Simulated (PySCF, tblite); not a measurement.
# CH10GeSSi2: a rotation path, then NMR shifts on frames, part 2 of 2

tblite 0.8.0 and PySCF 2.14.0. Atoms count from 0. The steps go on from the part before.

## Step 5: Nuclear shieldings: image 4, PBE0/pcSseg-1

The job: settings as JSON, then the geometry in Å.

```
{"job": {"kind": "nmr", "xc": "PBE0", "basis": "pcSseg-1", "pop": false}, "charge": 0, "multiplicity": 1}
C     -3.171900    -0.018500    -0.176000
S     -1.754600     0.667700     0.742800
Ge    -0.314400    -1.041700     0.560300
Si     1.687300    -0.474100    -0.577200
Si     2.674400     1.442200     0.280900
H     -3.958400     0.728100    -0.140100
H     -2.881900    -0.200500    -1.206000
H     -3.506800    -0.937200     0.296600
H     -0.175800    -1.568600     1.984300
H     -1.172900    -2.143000    -0.061800
H      1.325500    -0.390200    -1.999300
H      2.514100    -1.682700    -0.481900
H      1.790000     2.604400     0.191000
H      3.031500     1.245300     1.688700
H      3.909400     1.776700    -0.432700
```

Method: GIAO PBE0/pcSseg-1 NMR shielding, non-relativistic, gas phase.

The program printed:

```text
coarse grid: 56456 points
cycle   1  E = -3097.2879413583  dE = -6.722e-01  |g| = 8.704e-01  |ddm| = 3.502e+00
cycle   2  E = -3097.2596104732  dE =  2.833e-02  |g| = 9.003e-01  |ddm| = 1.065e+00
cycle   3  E = -3097.3436753837  dE = -8.406e-02  |g| = 1.035e-01  |ddm| = 7.288e-01
cycle   4  E = -3097.3457697222  dE = -2.094e-03  |g| = 2.582e-02  |ddm| = 1.505e-01
cycle   5  E = -3097.3459928892  dE = -2.232e-04  |g| = 3.773e-03  |ddm| = 4.120e-02
cycle   6  E = -3097.3459960459  dE = -3.157e-06  |g| = 1.402e-03  |ddm| = 4.607e-03
final grid: 113568 points
cycle   7  E = -3097.3460411454  dE =  1.984e-07  |g| = 1.717e-03  |ddm| = 2.978e-03
cycle   8  E = -3097.3460406385  dE =  5.069e-07  |g| = 2.239e-03  |ddm| = 3.163e-03
cycle   9  E = -3097.3460418960  dE = -1.258e-06  |g| = 1.053e-04  |ddm| = 1.809e-03
cycle  10  E = -3097.3460418994  dE = -3.407e-09  |g| = 1.758e-05  |ddm| = 1.743e-04
cycle  11  E = -3097.3460418995  dE = -4.729e-11  |g| = 2.802e-06  |ddm| = 1.689e-05
converged SCF energy = -3097.3460418995

GIAO shielding tensors (ppm)
atom      isotropic    diamagn.    paramagn.     s11        s22        s33       span
  0 C      166.271     250.683     -84.412    144.375    166.777    187.662     43.287
  1 S      735.113    1059.675    -324.561    590.504    678.699    936.136    345.632
  2 Ge    1462.850    2759.380   -1296.530   1316.431   1394.749   1677.368    360.937
  3 Si     468.131     880.862    -412.730    457.501    468.260    478.634     21.133
  4 Si     465.552     879.405    -413.853    460.160    462.201    474.294     14.134
  5 H       29.815      28.853       0.961     23.723     26.489     39.232     15.509
  6 H       29.560      31.108      -1.549     23.363     28.220     37.096     13.733
  7 H       29.638      29.773      -0.135     23.857     27.682     37.375     13.518
  8 H       26.536      30.391      -3.855     19.186     22.273     38.149     18.964
  9 H       27.086      31.325      -4.239     20.269     23.715     37.275     17.005
 10 H       28.086      29.094      -1.008     23.905     26.338     34.014     10.109
 11 H       28.188      28.870      -0.682     23.745     25.810     35.010     11.265
 12 H       28.002      29.006      -1.003     23.810     27.338     32.860      9.050
 13 H       28.162      28.732      -0.570     24.473     26.346     33.666      9.193
 14 H       28.067      27.896       0.171     24.323     25.309     34.569     10.247
```

Run time: 59 s. Hardware: 1 thread, shared host.

In short: δ C0 20.7, S1 -231, Ge2 -132, Si4 -116.4, H8 5.18, H9 4.63 ppm.

## Step 6: NMR shieldings: image 6, PBE0/pcSseg-1

The job: settings as JSON, then the geometry in Å.

```
{"job": {"kind": "nmr", "xc": "PBE0", "basis": "pcSseg-1", "pop": false}, "charge": 0, "multiplicity": 1}
C     -3.309800    -0.087200     0.011300
S     -1.726000     0.796200     0.187500
Ge    -0.327900    -0.948400     0.257600
Si     1.823300    -0.462000    -0.601300
Si     2.753100     1.437900     0.350200
H     -4.091500     0.665500     0.010300
H     -3.313300    -0.626300    -0.931800
H     -3.451900    -0.772700     0.842100
H     -0.412800    -1.455400     1.699400
H     -1.124300    -2.047900    -0.448300
H      1.661000    -0.401200    -2.059600
H      2.591000    -1.692800    -0.372400
H      1.925600     2.623300     0.125900
H      2.916300     1.259100     1.796000
H      4.082600     1.719900    -0.197100
```

With the program's defaults for keys left out, this is: GIAO PBE0/pcSseg-1 NMR shielding, non-relativistic, gas phase.

The program printed:

```text
coarse grid: 56456 points
cycle   1  E = -3097.2889236468  dE = -6.686e-01  |g| = 8.699e-01  |ddm| = 3.500e+00
cycle   2  E = -3097.2609793624  dE =  2.794e-02  |g| = 8.986e-01  |ddm| = 1.055e+00
cycle   3  E = -3097.3443869619  dE = -8.341e-02  |g| = 1.042e-01  |ddm| = 7.222e-01
cycle   4  E = -3097.3465134031  dE = -2.126e-03  |g| = 2.647e-02  |ddm| = 1.530e-01
cycle   5  E = -3097.3467455965  dE = -2.322e-04  |g| = 4.128e-03  |ddm| = 4.145e-02
cycle   6  E = -3097.3467492361  dE = -3.640e-06  |g| = 1.531e-03  |ddm| = 4.512e-03
final grid: 113568 points
cycle   7  E = -3097.3467574023  dE =  3.220e-07  |g| = 1.939e-03  |ddm| = 3.295e-03
cycle   8  E = -3097.3467566874  dE =  7.149e-07  |g| = 2.581e-03  |ddm| = 3.935e-03
cycle   9  E = -3097.3467583873  dE = -1.700e-06  |g| = 1.081e-04  |ddm| = 2.240e-03
cycle  10  E = -3097.3467583905  dE = -3.248e-09  |g| = 1.561e-05  |ddm| = 1.697e-04
cycle  11  E = -3097.3467583906  dE = -5.230e-11  |g| = 2.961e-06  |ddm| = 1.747e-05
converged SCF energy = -3097.3467583906

GIAO shielding tensors (ppm)
atom      isotropic    diamagn.    paramagn.     s11        s22        s33       span
  0 C      166.385     250.831     -84.446    146.652    163.912    188.589     41.937
  1 S      721.334    1060.264    -338.930    590.405    646.508    927.089    336.684
  2 Ge    1468.272    2759.837   -1291.564   1345.284   1379.149   1680.384    335.100
  3 Si     468.338     880.856    -412.518    460.406    465.918    478.689     18.283
  4 Si     465.156     879.433    -414.276    459.693    461.899    473.878     14.186
  5 H       29.696      28.838       0.858     23.570     26.341     39.179     15.609
  6 H       29.638      30.442      -0.803     23.664     27.897     37.355     13.692
  7 H       29.632      29.924      -0.292     23.880     27.620     37.395     13.514
  8 H       26.674      30.820      -4.147     19.600     22.276     38.146     18.546
  9 H       27.138      31.453      -4.316     20.357     23.483     37.572     17.215
 10 H       28.060      28.918      -0.858     23.778     26.192     34.211     10.432
 11 H       28.161      28.759      -0.598     23.829     25.802     34.853     11.023
 12 H       28.096      29.105      -1.009     23.878     27.444     32.966      9.088
 13 H       28.130      28.778      -0.648     24.457     26.383     33.551      9.093
 14 H       28.070      27.830       0.240     24.292     25.283     34.636     10.343
```

Run time: 59 s. Hardware: 1 thread, shared host.

In short: δ C0 20.5, S1 -218, Ge2 -137, Si4 -116.0, H8 5.04, H9 4.58 ppm.

## Step 7: NMR shieldings: image 8, PBE0/pcSseg-1

The job: settings as JSON, then the geometry in Å.

```
{"job": {"kind": "nmr", "xc": "PBE0", "basis": "pcSseg-1", "pop": false}, "charge": 0, "multiplicity": 1}
C     -3.251600    -0.006600     0.199900
S     -1.659400     0.731800    -0.282600
Ge    -0.328100    -1.044700    -0.049400
Si     1.902800    -0.511000    -0.622500
Si     2.629900     1.439700     0.405900
H     -3.995900     0.779400     0.124500
H     -3.499600    -0.819100    -0.477700
H     -3.194300    -0.368900     1.222800
H     -0.591300    -1.519400     1.384100
H     -1.049200    -2.157000    -0.818800
H      1.932300    -0.464100    -2.089200
H      2.682500    -1.704800    -0.269400
H      1.796300     2.588400     0.051700
H      2.611700     1.311100     1.866700
H      4.009500     1.753300     0.023500
```

Level: GIAO PBE0/pcSseg-1 NMR shielding, non-relativistic, gas phase.

The program printed:

```text
coarse grid: 56456 points
cycle   1  E = -3097.2903746864  dE = -6.668e-01  |g| = 8.699e-01  |ddm| = 3.501e+00
cycle   2  E = -3097.2624172230  dE =  2.796e-02  |g| = 8.983e-01  |ddm| = 1.062e+00
cycle   3  E = -3097.3457426202  dE = -8.333e-02  |g| = 1.047e-01  |ddm| = 7.270e-01
cycle   4  E = -3097.3478963268  dE = -2.154e-03  |g| = 2.679e-02  |ddm| = 1.554e-01
cycle   5  E = -3097.3481331234  dE = -2.368e-04  |g| = 4.153e-03  |ddm| = 4.202e-02
cycle   6  E = -3097.3481368017  dE = -3.678e-06  |g| = 1.541e-03  |ddm| = 4.575e-03
final grid: 113568 points
cycle   7  E = -3097.3481338459  dE =  3.222e-07  |g| = 1.943e-03  |ddm| = 3.308e-03
cycle   8  E = -3097.3481331287  dE =  7.172e-07  |g| = 2.585e-03  |ddm| = 3.946e-03
cycle   9  E = -3097.3481348341  dE = -1.705e-06  |g| = 1.097e-04  |ddm| = 2.244e-03
cycle  10  E = -3097.3481348375  dE = -3.304e-09  |g| = 1.569e-05  |ddm| = 1.704e-04
cycle  11  E = -3097.3481348375  dE = -5.002e-11  |g| = 3.174e-06  |ddm| = 1.791e-05
converged SCF energy = -3097.3481348375

GIAO shielding tensors (ppm)
atom      isotropic    diamagn.    paramagn.     s11        s22        s33       span
  0 C      166.967     250.930     -83.964    153.198    157.809    189.894     36.696
  1 S      708.420    1060.422    -352.002    593.468    624.181    907.609    314.141
  2 Ge    1475.659    2760.104   -1284.445   1370.773   1379.151   1677.054    306.280
  3 Si     469.234     880.812    -411.578    461.521    465.871    480.311     18.789
  4 Si     464.498     879.441    -414.943    459.043    460.834    473.617     14.573
  5 H       29.555      28.945       0.609     23.454     26.171     39.039     15.586
  6 H       29.664      29.923      -0.259     23.913     27.584     37.494     13.581
  7 H       29.660      30.405      -0.745     23.894     27.697     37.389     13.496
  8 H       27.016      31.315      -4.299     20.618     22.480     37.951     17.333
  9 H       26.892      30.884      -3.992     20.068     22.418     38.191     18.123
 10 H       28.045      28.839      -0.794     23.752     26.053     34.331     10.578
 11 H       28.134      28.681      -0.546     23.841     25.723     34.839     10.998
 12 H       28.064      29.108      -1.043     23.756     27.538     32.899      9.144
 13 H       28.116      28.841      -0.726     24.477     26.385     33.485      9.008
 14 H       28.082      27.822       0.260     24.284     25.292     34.669     10.385
```

Run time: 60 s. Hardware: 1 thread, shared host.

In short: δ C0 20.0, S1 -205, Ge2 -145, Si4 -115.3, H9 4.82, H8 4.70 ppm.

## Step 8: Run by run: NMR shifts

Shifts (ppm) of some atoms, chosen among heavy atoms and hydrogens apart, with basis size and wall time:

| frame | C0 | H9 | H8 | S1 | Ge2 | Si4 | Si3 | functions | time |
| --- | --- | --- | --- | --- | --- | --- | --- | --- | --- |
| image 0 | 16.7 | 5.08 | 4.66 | -203 | -157 | -117.3 | -122.6 | 180 | 90 s |
| image 2 | 18.7 | 4.83 | 4.93 | -215 | -145 | -116.5 | -121.3 | 180 | 61 s |
| image 4 | 20.7 | 4.63 | 5.18 | -231 | -132 | -116.4 | -119.0 | 180 | 59 s |
| image 6 | 20.5 | 4.58 | 5.04 | -218 | -137 | -116.0 | -119.2 | 180 | 59 s |
| image 8 | 20.0 | 4.82 | 4.70 | -205 | -145 | -115.3 | -120.1 | 180 | 60 s |

## Step 9: What came out

This closing draws on all 2 parts.

```
                                          quantity                                                           value
                                           barrier                              0.056 eV (1.3 kcal/mol) at image 4
                             end to end (GFN2-xTB)                                                       -0.016 eV
   ¹³C shifts against TMS (PBE0/pcSseg-1, image 0)                                                        16.7 ppm
    ¹H shifts against TMS (PBE0/pcSseg-1, image 0)  5.08, 4.66, 3.76, 3.71, 3.60, 3.55, 3.45, 2.10, 1.96, 1.92 ppm
   ³³S shifts against CS2 (PBE0/pcSseg-1, image 0)                                                        -203 ppm
⁷³Ge shifts against GeMe4 (PBE0/pcSseg-1, image 0)                                                        -157 ppm
  ²⁹Si shifts against TMS (PBE0/pcSseg-1, image 0)                                              -117.3, -122.6 ppm
             surface potential, 1st and 99th percentile                                              -1.06 V and 1.11 V
                          range of the shift of S1                                                -231 to -203 ppm
```

**Reading.** Along the band the dihedral turns by 121°, and the top (dihedral 119°) lies 1.3 kcal/mol above the start (GFN2-xTB, rough), so at room temperature this motion is fast. Ends this close can change order at a higher level. The top was not checked by a frequency run. Shifts at one fixed geometry are not the observed spectrum, which averages over the motion. In the first frame run (image 0): The widest tensor belongs to Ge2: span 331 ppm, with a paramagnetic part of -1271 ppm. By nearest atom (PBE0/pcSseg-1), the HOMO sits on S1 77 % and the LUMO on Si3 19 %; Ge2 16 %. In ppm, S1 moves most: its shift spreads over 28 ppm, from -231 (image 4) to -203 (image 0). Spin-orbit coupling is left out, which matters for shieldings and couplings at and beside the heavy atoms.
